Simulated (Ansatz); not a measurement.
Run this with Ansatz 0.2.0, Python API and show what comes out.

Contents of `cdbr2.cif`:
```cif
data_CdBr2
_cell_length_a 6.628022
_cell_length_b 6.628022
_cell_length_c 6.628020
_cell_angle_alpha 34.67231
_cell_angle_beta 34.67231
_cell_angle_gamma 34.67231
_symmetry_space_group_name_H-M 'P 1'
_symmetry_Int_Tables_number 1
loop_
_symmetry_equiv_pos_as_xyz
'x, y, z'
loop_
_atom_site_label
_atom_site_type_symbol
_atom_site_fract_x
_atom_site_fract_y
_atom_site_fract_z
Cd1 Cd    0.003810    0.991840    0.001270
Br2 Br    0.242960    0.251820    0.255300
Br3 Br    0.746430    0.743720    0.760040
```

Script `scf_cdbr2.py`:
```python
'''Single point of CdBr2 with displaced atoms.'''

from pathlib import Path
import warnings

import ansatz as az
from ase.io import read
import numpy as np
from pymatgen.analysis.ewald import EwaldSummation
from pymatgen.core import Structure

warnings.simplefilter('ignore', az.DeckWarning)

atoms = read('cdbr2.cif')
structure = az.Crystal.from_ase(atoms)

# the calculation
job = (
    structure.calculation()
    .functional('pbesol')
    .pseudopotentials('paw')
    .basis(420)
    .kpoints(4, 4, 4)
    .occupations(az.OccupationsMethod.FIXED)
    .compute(bader_charges=True, density=True, potential=True, electron_localization_function=True, output_files={'volumetric_format': 'npy'}, density_of_states={'energy_step': 0.1, 'method': 'tetrahedron', 'nscf_kmesh_spacing': 0.24}, band_table=True)
)
res = job.run(threads=1, backend='cpu')
summary = res.report

for key in ('converged', 'n_iterations', 'n_electrons', 'n_kpoints', 'n_pw', 'n_symmetry_ops', 'free_energy_ev', 'fermi_energy_ev'):
    print(f'{key:18s} {summary[key]}')

final = Structure(res.lattice.cell_ang, [s.symbol for s in res.lattice.sites], [s.position_frac for s in res.lattice.sites])
# point charges of the Bader values: a model, not a term of the DFT energy
charges = [a.partial_charge_e for a in res.bader_charges().atoms]
shift = sum(charges) / len(charges)
ionic = final.copy()
ionic.add_oxidation_state_by_site([q - shift for q in charges])
print('Bader charges', [round(q, 3) for q in charges])
print(f'point-charge energy {EwaldSummation(ionic).total_energy / len(ionic):.3f} eV/atom')

# count neighbours out to a fixed multiple of the shortest distance
for index, (site, neighbours) in enumerate(zip(final, final.get_all_neighbors(5.5))):
    first = min(n.nn_distance for n in neighbours)
    shell = [n for n in neighbours if n.nn_distance < 1.15 * first]
    mean = sum(n.nn_distance for n in shell) / len(shell)
    print(f'atom {index} {site.specie.symbol}: {len(shell)} neighbours within 1.15 of the shortest distance, mean {mean:.3f} A')

folder = Path(res.write_results('fields'))
print('densities in e/A^3, potentials in eV, ELF without unit')
for name in sorted(p.name for p in folder.glob('*.npy')):
    field = np.load(folder / name)
    print(f'{name:16s} {str(field.shape):16s} min {field.min():10.4f}  mean {field.mean():10.4f}  max {field.max():10.4f}')

dos = res.density_of_states()
energy = np.asarray(dos.energies_ev) - dos.fermi_ev
top = min(levels[-1] for levels in summary['eigenvalues_ev']) - dos.fermi_ev  # the computed bands end here
for spin, channel in enumerate(dos.channels):
    g = np.asarray(channel.g_bin_mean_per_ev)
    peak = np.where(np.abs(energy) < 8, g, 0).argmax()
    print(f'channel {spin}: g(E_F) = {np.interp(0.0, energy, g):.3f} states/eV, highest peak within 8 eV {g[peak]:.2f} at {energy[peak]:.2f} eV')
grid = np.arange(-8, min(6, top), 0.25)
columns = [grid] + [np.interp(grid, energy, ch.g_bin_mean_per_ev) for ch in dos.channels]
np.savetxt('dos_cdbr2.dat', np.column_stack(columns), fmt='%.3f', header='E-EF (eV), states/eV by channel')
```

```console
$ python scf_cdbr2.py
converged          True
n_iterations       6
n_electrons        34.0
n_kpoints          36
n_pw               1671
n_symmetry_ops     1
free_energy_ev     -13659.553406087041
fermi_energy_ev    4.48934146555173
Bader charges [0.949, -0.47, -0.479]
point-charge energy -1.733 eV/atom
atom 0 Cd: 6 neighbours within 1.15 of the shortest distance, mean 2.761 A
atom 1 Br: 3 neighbours within 1.15 of the shortest distance, mean 2.750 A
atom 2 Br: 3 neighbours within 1.15 of the shortest distance, mean 2.772 A
densities in e/A^3, potentials in eV, ELF without unit
elf.npy          (27, 45, 27)     min     0.0000  mean     0.3209  max     0.9191
rho.npy          (27, 45, 27)     min     0.0053  mean     0.4043  max    26.4634
v_es.npy         (27, 45, 27)     min   -73.8796  mean     3.6573  max    11.4120
v_tot.npy        (27, 45, 27)     min  -121.2029  mean    -5.5951  max     8.8853
channel 0: g(E_F) = 1.359 states/eV, highest peak within 8 eV 28.73 at -6.76 eV
```

File `dos_cdbr2.dat` afterwards:
```text
# E-EF (eV), states/eV by channel
-8.000 0.000
-7.750 0.000
-7.500 0.000
-7.250 0.000
-7.000 14.764
-6.750 28.562
-6.500 0.749
-6.250 0.000
-6.000 0.000
-5.750 0.000
-5.500 0.000
-5.250 0.000
-5.000 0.000
-4.750 0.000
-4.500 0.000
-4.250 0.000
-4.000 0.003
-3.750 3.820
-3.500 4.226
-3.250 0.517
-3.000 1.021
-2.750 2.667
-2.500 1.588
-2.250 2.203
-2.000 2.836
-1.750 3.715
-1.500 4.195
-1.250 2.724
-1.000 2.178
-0.750 6.107
-0.500 4.065
-0.250 6.193
0.000 1.359
0.250 0.000
0.500 0.000
0.750 0.000
1.000 0.000
1.250 0.000
1.500 0.000
1.750 0.000
2.000 0.000
2.250 0.000
2.500 0.000
2.750 0.001
3.000 0.023
3.250 0.072
3.500 0.331
3.750 0.935
4.000 1.991
4.250 4.600
4.500 0.483
4.750 0.000
5.000 0.000
5.250 0.036
5.500 0.204
5.750 0.749
```

Total energies depend on the potentials; only differences at equal settings carry meaning. Semilocal gaps usually lie well under measured ones. The Fermi level of a run with fixed occupations marks the highest occupied state on its mesh, not mid-gap. The k-point mesh is coarse, and energy and stress weren't tested for convergence. An absolute Fermi energy rests on an arbitrary zero of the periodic potential and has no direct meaning. Of the deposited cell: the entry's cell lengths or inner coordinates differ somewhat from later room-temperature determinations. The crystal has a gap of about 2.76 eV on the mesh; bins of finite width blur the band edges. Densities and potentials on the grid are those of the valence electrons, and inside the cores they hang on the potentials used. The cell is a database structure, distorted on purpose. The computed bands are complete only to about 7.9 eV above the Fermi level; beyond that the density of states is undercounted. The whole script took 62 s on 1 thread of Intel(R) Xeon(R) Platinum 8259CL CPU @ 2.50GHz (Skylake/Cascade Lake), on a shared host, peak memory 0.63 GiB.
